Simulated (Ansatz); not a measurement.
Born–Oppenheimer molecular dynamics of a periodic cell of 39 atoms, Tl8Pd8F23 (host TlPdF3, host structure P1, one F atom removed). It starts from an unrelaxed structure (largest force component 0.29 eV/Å).

Method: DFT LDA, scalar-relativistic, plane waves, PAW in Ansatz. Settings: accuracy low, cutoff 420 eV, k mesh 1x1x1, fermi-dirac smearing 0.05 eV, no spin polarisation.

- ensemble: NVT, Langevin thermostat
- time step: 2 fs
- steps asked: 280
- set temperature: 1500 K
- friction: 0.01 /fs
- seed: 391259

Frames 20 fs apart, positions in Å, forces in eV/Å.

Velocities at 320.0 fs (Å/ps):

```
Tl 2.60 0.80 -1.32
Pd -1.63 3.67 -2.90
F -1.23 -16.71 -2.76
F -7.41 -15.58 5.66
F 3.72 -2.33 -0.76
Tl -1.77 -1.16 -3.02
Pd -6.00 1.06 -3.27
F 10.96 2.92 16.23
F 3.43 1.79 -3.57
F -9.30 -0.98 0.86
Tl -0.45 3.05 -4.33
Pd 4.15 1.34 -4.45
F 9.62 4.19 0.23
F 2.78 3.97 6.55
F -9.86 -9.98 -7.17
Tl -0.37 2.67 2.28
Pd 6.14 -3.80 -0.43
F 6.54 -13.42 4.17
F 0.88 4.90 -1.63
F -7.40 -0.68 6.27
Tl -1.55 1.45 1.23
Pd 2.63 -0.11 1.16
F -0.90 14.64 0.04
F 9.89 -7.44 -7.08
F 1.04 7.39 8.26
Tl 1.70 0.77 0.28
Pd 2.53 -0.20 3.42
F -11.80 -6.54 -1.56
F 10.50 10.43 -7.97
F 1.80 -7.51 0.72
Tl 5.53 4.30 -0.86
Pd 2.21 2.50 -2.69
F -9.16 4.49 -13.92
F 7.79 13.79 -17.93
F 1.12 -3.55 -3.98
Tl 1.25 -1.97 -1.71
Pd 2.45 -5.85 5.84
F -3.78 -9.73 -2.04
F 8.34 1.53 13.17
```

```xyz
39
Lattice="8.5427 0.0000 0.0000 0.0325 8.5427 0.0000 0.0069 0.0676 8.5441" Properties=species:S:1:pos:R:3:forces:R:3 time_fs=320.0 energy_less_start_eV=5.790 T=1417
Tl 4.385 4.304 4.525 -0.02 -0.11 -0.39
Pd 2.277 1.909 2.044 0.97 -0.89 -0.58
F 0.139 1.748 1.471 -0.65 0.20 0.87
F 2.238 1.568 4.150 -0.18 1.02 -0.01
F 2.516 3.995 2.231 -0.09 0.43 0.31
Tl 4.502 4.092 8.499 0.04 0.20 0.19
Pd 2.385 2.280 6.443 -0.85 -1.46 -0.41
F 0.233 2.090 6.882 0.04 0.14 -0.80
F 2.744 2.154 8.457 -0.69 0.48 0.95
F 2.212 4.396 6.916 0.59 -1.05 -0.63
Tl 4.347 8.049 4.670 0.05 1.41 -2.02
Pd 2.425 6.156 2.199 0.34 0.68 -0.78
F 0.390 6.215 2.148 -1.12 -0.72 -0.47
F 2.260 6.373 4.566 0.65 -0.90 -0.31
F 2.143 8.186 1.698 0.34 1.32 1.37
Tl 4.306 8.629 8.177 0.36 0.23 1.01
Pd 2.593 6.336 6.638 -2.14 2.54 -0.28
F 0.452 6.314 6.675 0.12 -0.61 -0.40
F 2.364 6.789 8.597 0.55 -1.51 -0.35
F 2.503 8.547 6.398 0.17 -0.10 0.03
Tl 8.515 4.180 3.664 0.00 -0.33 0.28
Pd 6.554 1.919 2.011 1.16 0.45 -0.82
F 4.655 2.171 2.192 -1.39 -0.03 0.60
F 6.726 2.032 4.015 0.34 -0.01 0.32
F 6.442 4.328 1.713 -0.37 -0.52 0.56
Tl 8.720 4.271 8.562 0.04 -0.31 -0.08
Pd 6.591 2.143 6.210 0.73 0.32 1.50
F 4.499 2.303 6.162 -0.21 -0.13 -0.22
F 6.054 2.162 8.615 0.94 -0.33 -0.82
F 6.988 4.370 6.535 -0.24 -2.54 -0.34
Tl 9.071 8.135 3.607 -0.36 0.81 0.88
Pd 6.415 6.297 2.039 3.21 -0.34 -0.35
F 4.489 6.364 2.141 -1.95 -0.26 0.09
F 6.626 5.896 4.229 0.05 0.23 0.04
F 6.847 8.209 2.134 -0.78 0.71 0.14
Tl 8.416 8.200 8.308 0.12 0.48 0.11
Pd 6.889 6.261 6.446 -0.63 3.69 0.20
F 4.705 6.868 6.484 0.49 -2.61 1.04
F 6.517 8.566 6.398 0.38 -0.56 -0.41
39
Lattice="8.5427 0.0000 0.0000 0.0325 8.5427 0.0000 0.0069 0.0676 8.5441" Properties=species:S:1:pos:R:3:forces:R:3 time_fs=340.0 energy_less_start_eV=5.948 T=1439
Tl 4.406 4.342 4.495 0.09 -0.17 -0.40
Pd 2.297 1.967 1.984 0.53 -1.02 0.14
F 0.196 1.453 1.500 -0.41 0.84 0.79
F 2.175 1.371 4.316 0.16 1.45 -0.47
F 2.528 4.080 2.173 0.01 0.48 0.16
Tl 4.471 4.057 8.484 0.14 0.50 0.27
Pd 2.311 2.273 6.339 -1.30 -2.34 1.29
F 0.322 2.177 6.961 0.18 -0.08 -0.89
F 2.779 2.256 8.463 -0.79 0.17 0.09
F 2.154 4.237 6.807 0.87 0.07 -0.67
Tl 4.327 8.125 4.570 0.15 0.59 -0.40
Pd 2.478 6.167 2.071 -3.13 0.29 -0.06
F 0.403 6.241 2.135 -0.09 -0.93 -0.31
F 2.441 6.288 4.517 0.62 -0.61 -0.21
F 2.057 8.119 1.714 1.13 1.32 0.52
Tl 4.316 8.692 8.251 0.19 -0.06 0.38
Pd 2.660 6.291 6.628 -3.08 1.23 -1.29
F 0.575 6.094 6.636 -0.16 0.06 -0.13
F 2.343 6.706 8.509 0.65 -1.06 0.60
F 2.400 8.575 6.547 0.61 0.07 -0.38
Tl 8.507 4.204 3.672 0.13 -0.27 0.26
Pd 6.614 1.920 1.997 -0.20 0.99 -2.20
F 4.590 2.475 2.205 -0.11 -0.73 0.17
F 6.909 1.873 3.876 0.12 -0.15 1.83
F 6.438 4.423 2.011 -0.15 -1.22 -0.03
Tl 8.737 4.271 8.577 -0.02 -0.18 -0.08
Pd 6.666 2.138 6.315 0.10 -0.69 0.60
F 4.271 2.246 6.122 1.09 0.00 -0.39
F 6.261 2.373 8.510 0.56 -0.77 0.26
F 6.981 4.137 6.522 -0.23 0.21 -0.50
Tl 9.182 8.205 3.618 -0.87 0.31 0.86
Pd 6.480 6.347 2.011 0.59 -0.63 -2.25
F 4.333 6.443 1.925 1.91 -0.11 0.11
F 6.765 6.084 3.865 0.16 0.02 2.50
F 6.760 8.200 1.990 -0.30 1.73 0.11
Tl 8.471 8.167 8.279 0.30 0.10 0.11
Pd 6.937 6.183 6.560 -0.41 1.36 0.04
F 4.641 6.592 6.518 1.31 -0.62 0.24
F 6.678 8.544 6.602 -0.33 -0.11 -0.70
39
Lattice="8.5427 0.0000 0.0000 0.0325 8.5427 0.0000 0.0069 0.0676 8.5441" Properties=species:S:1:pos:R:3:forces:R:3 time_fs=360.0 energy_less_start_eV=5.939 T=1452
Tl 4.406 4.361 4.494 0.83 -0.42 -0.37
Pd 2.351 2.000 1.946 0.29 -0.40 1.52
F 0.195 1.298 1.633 0.19 1.07 0.17
F 2.399 1.359 4.438 -0.58 0.85 -1.58
F 2.502 4.327 2.184 0.10 -2.88 -0.20
Tl 4.462 4.030 8.520 0.43 0.50 0.15
Pd 2.260 2.197 6.276 -0.73 -1.01 2.09
F 0.320 2.213 6.629 -0.03 -0.39 0.09
F 2.593 2.516 8.528 -0.66 -0.49 -0.87
F 2.250 4.131 6.606 0.69 0.89 -0.70
Tl 4.295 8.204 4.508 0.61 0.09 -0.11
Pd 2.486 6.162 1.930 -1.61 3.00 1.41
F 0.234 6.076 2.035 0.38 0.42 -0.21
F 2.795 6.069 4.329 -0.81 0.76 0.21
F 2.229 8.207 1.841 1.07 -0.06 -0.57
Tl 4.360 8.726 8.333 0.06 -0.12 0.14
Pd 2.604 6.325 6.596 -0.32 -0.69 -3.46
F 0.659 5.886 6.476 -1.13 0.82 0.21
F 2.311 6.469 8.448 -0.08 -0.08 1.72
F 2.364 8.668 6.679 0.28 -0.35 -0.43
Tl 8.510 4.212 3.661 0.09 -0.38 0.68
Pd 6.654 1.904 1.843 0.01 1.16 2.89
F 4.488 2.566 2.284 -0.07 -0.95 -0.72
F 6.937 1.685 3.853 -0.34 0.20 0.19
F 6.463 4.320 2.353 0.28 -0.08 -1.06
Tl 8.743 4.292 8.612 0.03 -0.19 -0.40
Pd 6.719 2.073 6.387 -0.11 -1.32 -1.03
F 4.144 2.277 5.965 1.73 -0.42 0.51
F 6.645 2.300 8.486 -0.36 0.02 -1.01
F 6.978 4.036 6.390 -0.18 0.91 0.07
Tl 9.270 8.282 3.669 -1.00 -0.12 0.61
Pd 6.560 6.388 1.982 0.12 -0.90 -0.56
F 4.479 6.388 1.849 0.59 0.12 0.04
F 6.757 6.301 3.950 0.12 0.09 1.27
F 6.591 8.396 1.819 -0.09 -0.78 -0.34
Tl 8.529 8.150 8.257 0.26 0.00 0.08
Pd 6.976 6.107 6.673 -0.48 0.66 -0.73
F 4.635 6.391 6.598 0.74 0.30 0.42
F 6.736 8.433 6.593 -0.34 0.17 -0.12
39
Lattice="8.5427 0.0000 0.0000 0.0325 8.5427 0.0000 0.0069 0.0676 8.5441" Properties=species:S:1:pos:R:3:forces:R:3 time_fs=380.0 energy_less_start_eV=6.589 T=1314
Tl 4.416 4.370 4.503 1.41 -1.03 0.05
Pd 2.420 2.018 1.964 -0.52 -1.07 0.94
F 0.284 1.391 1.733 0.65 0.67 -0.08
F 2.535 1.484 4.315 -0.88 1.07 -0.51
F 2.420 4.098 2.229 -0.32 0.80 -0.77
Tl 4.446 4.017 8.604 0.25 0.38 0.08
Pd 2.250 2.166 6.335 0.12 -0.65 -0.54
F 0.157 2.165 6.301 1.30 -0.39 0.53
F 2.303 2.680 8.392 -0.10 -0.79 -0.01
F 2.469 4.106 6.292 0.20 1.01 -0.24
Tl 4.328 8.312 4.490 0.97 -0.11 -0.01
Pd 2.421 6.232 1.886 1.14 -1.72 3.75
F 0.069 5.918 1.800 0.34 1.53 0.56
F 3.081 6.028 4.042 -2.02 1.62 -0.61
F 2.542 8.254 1.877 0.16 1.01 -0.54
Tl 4.397 8.761 8.385 0.07 -0.20 -0.05
Pd 2.524 6.334 6.484 0.19 -0.93 -0.67
F 0.572 5.737 6.428 -0.44 0.90 0.12
F 2.123 6.314 8.568 -0.16 0.14 -1.99
F 2.233 8.694 6.579 0.09 -0.61 0.07
Tl 8.485 4.208 3.655 0.70 -0.21 1.27
Pd 6.690 1.960 1.754 -0.18 0.04 3.67
F 4.379 2.462 2.260 0.50 -0.58 -0.71
F 6.933 1.498 3.838 -0.48 0.71 -0.10
F 6.534 4.134 2.550 -0.39 0.21 -1.64
Tl 8.729 4.291 8.659 -0.02 -0.57 -0.70
Pd 6.721 1.999 6.371 -1.11 -0.52 -2.64
F 4.292 2.225 5.975 0.83 -0.58 1.21
F 6.901 2.179 8.372 -0.54 0.32 -0.23
F 6.898 4.051 6.268 -0.19 -0.75 0.29
Tl 9.314 8.330 3.726 -0.80 -0.08 0.34
Pd 6.594 6.425 1.925 0.02 -1.58 0.72
F 4.638 6.254 1.877 -0.66 0.68 -0.18
F 6.743 6.477 4.339 0.15 -0.47 -0.11
F 6.380 8.484 1.639 0.38 -0.47 -0.51
Tl 8.589 8.145 8.255 -0.07 0.14 -0.07
Pd 6.983 5.987 6.804 -0.86 1.57 -1.43
F 4.602 6.365 6.710 0.20 0.25 0.23
F 6.690 8.413 6.541 0.06 0.24 0.51
39
Lattice="8.5427 0.0000 0.0000 0.0325 8.5427 0.0000 0.0069 0.0676 8.5441" Properties=species:S:1:pos:R:3:forces:R:3 time_fs=400.0 energy_less_start_eV=6.408 T=1283
Tl 4.439 4.369 4.507 0.90 0.01 -0.54
Pd 2.450 1.996 2.025 1.21 -1.41 -1.14
F 0.490 1.591 1.863 -0.82 0.36 -0.07
F 2.526 1.756 4.056 -0.04 0.14 1.45
F 2.357 3.922 2.247 -0.54 1.81 -0.17
Tl 4.426 4.003 8.675 0.11 0.37 -0.12
Pd 2.292 2.150 6.326 1.31 -0.64 -1.55
F 0.276 2.137 6.184 -0.52 -0.38 0.16
F 1.968 2.722 8.276 0.75 -0.79 0.55
F 2.699 4.123 6.019 -0.91 0.58 0.86
Tl 4.369 8.386 4.489 0.77 -0.07 0.17
Pd 2.382 6.282 1.916 -0.22 -1.33 -2.69
F -0.049 6.061 1.671 1.37 1.17 0.85
F 2.952 6.260 3.666 -0.12 0.23 3.00
F 2.879 8.363 1.826 -0.88 0.82 0.34
Tl 4.414 8.779 8.457 -0.37 0.00 -0.94
Pd 2.496 6.328 6.391 0.14 -0.80 -0.60
F 0.471 5.730 6.408 0.02 0.62 -0.06
F 1.972 6.261 8.448 0.42 0.12 0.92
F 2.259 8.524 6.450 -0.22 0.15 0.16
Tl 8.451 4.177 3.693 0.61 0.08 1.10
Pd 6.681 2.030 1.769 0.08 -1.27 0.47
F 4.509 2.286 2.116 -0.34 -0.24 -0.24
F 6.849 1.444 3.749 -0.34 0.67 0.51
F 6.573 4.056 2.392 -0.21 0.55 -0.98
Tl 8.710 4.279 8.713 -0.31 -0.40 -0.68
Pd 6.734 1.937 6.306 -0.32 -0.48 -2.55
F 4.581 2.145 6.267 -0.31 -0.38 0.26
F 6.910 2.181 8.220 -0.39 0.50 2.04
F 6.734 3.928 6.287 0.16 0.01 -0.09
Tl 9.363 8.392 3.749 -0.68 -0.20 0.29
Pd 6.581 6.451 1.881 -1.80 -1.60 -0.21
F 4.568 6.092 1.846 0.35 0.73 -0.15
F 6.819 6.609 4.705 -0.01 -0.78 0.34
F 6.230 8.469 1.291 1.48 0.16 0.96
Tl 8.671 8.136 8.263 -0.23 0.30 -0.23
Pd 6.918 5.935 6.871 -0.64 1.37 -1.54
F 4.553 6.414 6.821 0.27 -0.06 -0.16
F 6.668 8.470 6.580 0.27 0.08 0.28
```

Of the whole run (560 fs, mean temperature of the second half 1414 K): A run of 0.56 ps of so small a system gives no equilibrium averages. Limits of this set-up: coarse k mesh, odd electron count without spin, low accuracy level.

The run took 11 min on 2 threads of AMD EPYC 9R45 96-Core Processor (Zen 5), with other jobs on the host, peak memory 0.84 GiB.
